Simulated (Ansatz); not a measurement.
**C₅H₁₃BrGaN: one species, many functionals**

One table from this session's results is given with a row withheld; the runs are named, their logs left out.

Program: Ansatz 0.2.0, Gaussian basis. Level of theory: functionals in def2-TZVPP. These are calculated values, not measurements.

Plan: LDA (SPW92), PBE-D4, revPBE-D4, BLYP-D4, r2SCAN-D4, B97M-V, PBE0-D4, B3LYP-D4, r2SCANh-D4, r2SCAN0-D4.

## The relaxed structure

The geometry comes from an earlier relaxation with PBE0-D4 in a triple-zeta def2 set; it is a stationary point, not always the lowest conformer.

21 atoms, charge 0, spin multiplicity 1.

Atoms are counted from 1 here; the program's logs count them from 0.

Bond lengths: C1–C2 1.525 Å, C1–H9 1.096 Å, C1–H10 1.093 Å, C1–H11 1.094 Å, C2–C3 1.525 Å, C2–Ga4 1.973 Å, C2–H12 1.096 Å, C3–H13 1.094 Å, C3–H14 1.096 Å, C3–H15 1.093 Å, Ga4–Br5 2.315 Å, Ga4–N6 1.814 Å, N6–C7 1.440 Å, N6–C8 1.441 Å, C7–H16 1.099 Å, C7–H17 1.099 Å, C7–H18 1.091 Å, C8–H19 1.100 Å and more. Angles: C2–C1–H9 110.4°, C2–C1–H10 112.5°, C2–C1–H11 111.3°, H9–C1–H10 107.5°, H9–C1–H11 107.3°, H10–C1–H11 107.6°, C1–C2–C3 111.3°, C1–C2–Ga4 110.4°, C1–C2–H12 109.0°, C3–C2–Ga4 110.4°, C3–C2–H12 109.0°, Ga4–C2–H12 106.7°, C2–C3–H13 111.3°, C2–C3–H14 110.4°, C2–C3–H15 112.5°, H13–C3–H14 107.3°, H13–C3–H15 107.6°, H14–C3–H15 107.5° and more.

The first run:

in.yaml

```yaml
crystal:
  periodic: [false, false, false]
  atoms:
    - {symbol: C, position_ang: [1.011971, -0.308717, -2.492753]}
    - {symbol: C, position_ang: [1.061908, -0.686619, -1.016017]}
    - {symbol: C, position_ang: [1.381353, -2.166864, -0.834216]}
    - {symbol: Ga, position_ang: [-0.645048, -0.238368, -0.133942]}
    - {symbol: Br, position_ang: [-2.555625, -1.289630, -0.911063]}
    - {symbol: N, position_ang: [-0.943192, 0.910698, 1.238059]}
    - {symbol: C, position_ang: [-2.230080, 1.179351, 1.825283]}
    - {symbol: C, position_ang: [0.128033, 1.654997, 1.850153]}
    - {symbol: H, position_ang: [1.952252, -0.577207, -2.988175]}
    - {symbol: H, position_ang: [0.854772, 0.762281, -2.645235]}
    - {symbol: H, position_ang: [0.208282, -0.838467, -3.012024]}
    - {symbol: H, position_ang: [1.837843, -0.091483, -0.521943]}
    - {symbol: H, position_ang: [0.598396, -2.798535, -1.263441]}
    - {symbol: H, position_ang: [2.319128, -2.420657, -1.342000]}
    - {symbol: H, position_ang: [1.491730, -2.444883, 0.217225]}
    - {symbol: H, position_ang: [-2.241659, 0.926475, 2.895221]}
    - {symbol: H, position_ang: [-2.494529, 2.242998, 1.738338]}
    - {symbol: H, position_ang: [-3.008696, 0.596256, 1.331949]}
    - {symbol: H, position_ang: [-0.033703, 2.739305, 1.765009]}
    - {symbol: H, position_ang: [1.086617, 1.425510, 1.378396]}
    - {symbol: H, position_ang: [0.220246, 1.423557, 2.921156]}
basis:
  gaussian: {orbitals: def2-TZVPP}
hamiltonian: {xc: lda}
output: {orbitals: {seedname: orbitals}}
```

On the command line:

```console
$ ansatz run in.yaml --threads 4 --pin off --events-out ev --progress --plain --max-ram 66560MiB --backend cuda --devices 0, --max-vram 37GiB
```

Among the steps run: LDA; PBE-D4 (GGA); revPBE-D4 (GGA); BLYP-D4 (GGA); r2SCAN-D4 (meta-GGA); B97M-V (meta-GGA); PBE0-D4 (hybrid); B3LYP-D4 (hybrid); r2SCANh-D4 (hybrid); r2SCAN0-D4 (hybrid).

One table of the session follows, with a row left open; its other results are not shown here.

It belongs to the step «Orbital energies across the functionals». 

```
 functional  HOMO (eV)  LUMO (eV)  gap (eV)
LDA (SPW92)      -5.37      -1.45      3.92
     PBE-D4      -5.22      -1.18      4.05
  revPBE-D4      -5.16      -1.04      4.12
    BLYP-D4      -5.11      -1.09      4.03
  r2SCAN-D4      -5.44      -0.96      4.48
     B97M-V      -5.55      -1.14      4.41
    PBE0-D4      -6.44      -0.41      6.03
   B3LYP-D4      -6.25      -0.65      5.60
 r2SCANh-D4      -5.90      -0.69      5.22
 r2SCAN0-D4          ?          ?         ?
```

**Question.** Estimate the row for r2SCAN0-D4.

Worked estimate for «HOMO (eV)». Against the share of exact exchange, r2SCAN-D4 (0, -5.44), r2SCANh-D4 (0.1, -5.90) give a slope of -4.60 per unit share; at 0.25 the line stands at -6.59.

**Answer.** HOMO (eV): -6.60; LUMO (eV): -0.29; gap (eV): 6.32. In «HOMO (eV)» the line misses by +0.01.
